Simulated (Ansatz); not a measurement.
# NiMoIrPdW (P-3m1) in Ansatz: single point with PBE

Aim: the single point of NiMoIrPdW with PBE.

All numbers are computed with Ansatz 0.2.0; they aren't measurements. Logs are shortened: lines on timing, memory, paths and dates and some standing lists are left out, and cuts for length are marked.

## 1. The crystal as given

It takes space group P-3m1 (No. 164, trigonal). The conventional cell has a = 2.771 Å, b = 2.771 Å, c = 22.020 Å, α = 90.00°, β = 90.00°, γ = 120.00°. Around Ni (site symmetry 3m) lie 3 Mo at 2.55 Å and 3 Pd at 2.65 Å and 6 Ni at 2.77 Å. Mo (site symmetry 3m) has 3 Ni at 2.55 Å and 3 Ir at 2.76 Å and 6 Mo at 2.77 Å as nearest neighbours. Around Pd (site symmetry 3m) lie 3 Ni at 2.65 Å and 9 Pd at 2.77 to 2.84 Å. Ir (site symmetry 3m) is surrounded by 3 Mo at 2.76 Å and 3 W at 2.77 Å and 6 Ir at 2.77 Å. Around W (site symmetry 3m) lie 3 Ir at 2.77 Å and 9 W at 2.77 to 2.93 Å.

The cell was built by a generator and needn't be a form met in nature.

## 2. Single point, PBE, collinear spin, ferromagnetic start

File input.yaml:

```yaml
crystal:
  lattice:
    - [2.77085, 0.0, 0.0]
    - [-1.38543, 2.39963, 0.0]
    - [0.0, 0.0, 22.01961]
  atoms:
    - { symbol: Ni, position: [0.33333, 0.66667, 0.85081], spin: 1.0 }
    - { symbol: Ni, position: [0.66667, 0.33333, 0.14919], spin: 1.0 }
    - { symbol: Mo, position: [0.66667, 0.33333, 0.76059], spin: 1.0 }
    - { symbol: Mo, position: [0.33333, 0.66667, 0.23941], spin: 1.0 }
    - { symbol: Pd, position: [0.33333, 0.66667, 0.05329] }
    - { symbol: Pd, position: [0.66667, 0.33333, 0.94671] }
    - { symbol: Ir, position: [0.33333, 0.66667, 0.65827], spin: 0.6 }
    - { symbol: Ir, position: [0.66667, 0.33333, 0.34173], spin: 0.6 }
    - { symbol: W, position: [0.33333, 0.66667, 0.44418] }
    - { symbol: W, position: [0.66667, 0.33333, 0.55582] }
hamiltonian:
  xc: pbe
  pseudopotentials: { kind: paw, source: jth }
magnetization:
  spin_polarized: true
kpoints:
  mp_grid: { grid: [11, 11, 2] }
scf:
  occupations: { method: fermi_dirac, width: 0.05 }
output:
  forces: true
  stress: true
  eigenvalues: true
  write_density: true
  write_potential: true
  elf: true
  volumetric_format: npy
```

Potentials or basis: JTH PAW.

Run with:

```console
$ ansatz run input.yaml --threads 8 --pin off --max-ram 20480MiB --backend cpu --events-out ev --progress --plain --runs-dir out
```

Log:

```text
[... 152 lines left out ...]
  k-point 1 ↑: bands = ["-81.5442", "-81.5442", "-62.5039", "-62.4863", "-52.3141", "-52.2773", "-42.1382", "-42.1382", "-41.8144", "-41.8144", "-41.8144", "-41.8144", "-39.4837", "-39.4837", "-28.2743", "-28.1240", "-28.0881", "-28.0881", "-28.0686", "-28.0686", "-27.8251", "-27.8250", "-27.5695", "-27.5695", "-27.5695", "-27.5695", "-16.8600", "-16.3963", "-15.9132", "-15.9132", "-15.8651", "-15.8651", "-13.6465", "-13.6464", "-12.8759", "-12.8759", "-12.8759", "-12.8759", "12.0849", "12.6099", "14.0137", "14.3360", "14.7702", "14.9816", "15.6961", "16.1420", "16.6892", "16.7863", "18.4194", "18.4194", "18.4323", "18.4323", "18.6782", "18.6796", "18.7977", "18.8741", "18.8741", "19.0239", "19.0239", "19.5765", "19.5765", "19.5986", "19.6787", "19.6787", "19.6827", "19.9397", "19.9397", "19.9501", "19.9501", "20.0164", "20.0164", "20.0669", "20.1901", "20.1901", "20.2263", "20.5392", "20.6000", "20.6000", "21.0243", "21.0243", "21.2576", "21.2576", "21.4087", "21.4087", "21.7185", "21.8390", "21.8390", "21.9242", "21.9242", "22.4898", "23.9959", "23.9959", "24.0287", "24.0287", "24.4415", "24.4415", "25.4177", "25.4177"]
  k-point 2 ↑: bands = ["-81.5438", "-81.5438", "-62.5010", "-62.4840", "-52.3054", "-52.2699", "-42.1375", "-42.1375", "-41.8183", "-41.8183", "-41.8154", "-41.8154", "-39.4689", "-39.4689", "-28.2692", "-28.1305", "-28.1046", "-28.0944", "-28.0914", "-28.0737", "-27.8198", "-27.8197", "-27.6090", "-27.6090", "-27.5790", "-27.5790", "-16.8396", "-16.3945", "-16.0057", "-15.9604", "-15.9372", "-15.8849", "-13.6315", "-13.6315", "-12.9761", "-12.9761", "-12.8985", "-12.8985", "12.4065", "12.9155", "14.2628", "14.7032", "14.9433", "15.2949", "15.9194", "16.4393", "16.8707", "16.9443", "18.1723", "18.2119", "18.5671", "18.6570", "18.6706", "18.6716", "18.7188", "18.7509", "18.8432", "19.0225", "19.0253", "19.1722", "19.2586", "19.5163", "19.6086", "19.6205", "19.7074", "19.7440", "19.7616", "19.9097", "19.9911", "19.9997", "20.0184", "20.0473", "20.0954", "20.1173", "20.4692", "20.5364", "20.6290", "20.6548", "20.8720", "21.0553", "21.0870", "21.1760", "21.3504", "21.4944", "21.6128", "21.8253", "21.9465", "21.9912", "22.0895", "22.8630", "23.9195", "23.9993", "24.0930", "24.3679", "24.6353", "24.7323", "25.4486", "25.9998"]
  k-point 31 ↓: bands = ["-81.5388", "-81.5388", "-62.4591", "-62.4573", "-52.1837", "-52.1799", "-42.1291", "-42.1291", "-41.8540", "-41.8540", "-41.8444", "-41.8444", "-39.2734", "-39.2734", "-28.3246", "-28.3088", "-28.2696", "-28.2431", "-28.1516", "-28.1380", "-27.9533", "-27.9533", "-27.8601", "-27.8601", "-27.7498", "-27.7498", "-16.8441", "-16.7991", "-16.6321", "-16.5614", "-16.4031", "-16.3683", "-13.8231", "-13.8231", "-13.5916", "-13.5916", "-13.4344", "-13.4344", "16.3261", "16.3649", "16.5985", "16.7954", "17.0364", "17.0993", "17.2216", "17.2422", "17.4297", "17.6541", "17.6649", "17.7842", "17.9250", "17.9460", "17.9828", "18.3511", "18.4218", "18.4424", "18.5004", "18.6228", "19.0688", "19.1230", "19.2264", "19.2470", "19.3552", "19.3952", "19.4176", "19.4222", "19.8104", "19.8332", "20.0083", "20.3065", "20.5930", "20.9695", "21.0083", "21.1113", "21.2508", "21.3655", "21.4069", "21.6517", "21.6780", "21.9570", "22.6032", "23.0783", "23.1002", "23.4085", "23.4098", "23.7897", "24.7226", "25.1379", "26.1309", "26.4425", "26.5251", "26.5255", "27.0661", "27.0674", "27.7113", "27.7647", "28.1013", "28.1474"]
```

rho_z.tsv:

```text
# z_ang	rho[e/angstrom^3]	rho_spin[e/angstrom^3]
# format = ansatz-planar-average/11
# lattice	2.770852026	0.000002887	0.000000000
# lattice	-1.385428513	2.399626802	0.000000000
# lattice	0.000000000	0.000000000	22.019610000
# sites	10
# site	28	-0.000001667	1.599752163	18.734504384
# site	28	1.385425180	0.799877525	3.285105616
# site	42	1.385425180	0.799877525	16.747895170
# site	42	-0.000001667	1.599752163	5.271714830
# site	46	-0.000001667	1.599752163	1.173425017
# site	46	1.385425180	0.799877525	20.846184983
# site	77	-0.000001667	1.599752163	14.494848675
# site	77	1.385425180	0.799877525	7.524761325
# site	74	-0.000001667	1.599752163	9.780670370
# site	74	1.385425180	0.799877525	12.238939630
0.000000	2.344464e-1	-2.183514e-7
0.061166	2.438663e-1	-2.073124e-7
0.122331	2.723479e-1	-1.725778e-7
0.183497	3.203654e-1	-1.125174e-7
0.244662	3.893203e-1	-2.334745e-8
0.305828	4.808966e-1	1.015619e-7
[... 352 lines left out ...]
21.897279	2.723479e-1	-1.725778e-7
21.958444	2.438663e-1	-2.073124e-7
```

Run time: 8 min. Hardware: 8 threads of Arm Neoverse V1, shared host; peak memory 12 GiB.

What came out:

| Item | Value |
| --- | --- |
| Free energy | -78519.7142 eV |
| Pressure | 0.3 GPa |
| Largest force | 0.107 eV/Å |
| Band gap on the k mesh | none (metal or under the smearing width) |
| Net moment | 0.00 μB per cell |
| Absolute moment | 0.00 μB per cell |

Forces in eV/Å, atoms in the order of the input:
```
Ni   0.000  0.000  0.069
Ni   0.000  0.000 -0.069
Mo   0.000  0.000 -0.107
Mo   0.000  0.000  0.107
Pd   0.000  0.000 -0.008
Pd   0.000  0.000  0.008
Ir   0.000  0.000 -0.010
Ir   0.000  0.000  0.010
W    0.000  0.000 -0.090
W    0.000  0.000  0.090
```

Stress tensor (GPa, compression positive):
```
 0.54  0.00  0.00
 0.00  0.54  0.00
 0.00  0.00 -0.31
```

Levels at points of the mesh, in eV from the Fermi level:
Spin up:
| k point | band 78 | band 79 | band 80 | band 81 | band 82 | band 83 |
| --- | --- | --- | --- | --- | --- | --- |
| (0.00, 0.00, 0.00) | -0.58 | -0.54 | -0.54 | -0.20 | -0.20 | -0.14 |
| (0.00, 0.00, -0.50) | -0.92 | -0.49 | -0.49 | -0.26 | -0.26 | -0.11 |
Spin down:
```csv
k point,band 77,band 78,band 79,band 80,band 81,band 82,band 83,band 84
"(0.00, 0.00, 0.00)",-0.88,-0.58,-0.54,-0.54,-0.20,-0.20,-0.14,-0.14
"(0.00, 0.00, -0.50)",-0.92,-0.92,-0.49,-0.49,-0.26,-0.26,-0.11,-0.11
```

Caveat: the starting moments weren't kept. The run has no spin-orbit coupling, so splittings on Ir, W are missing.
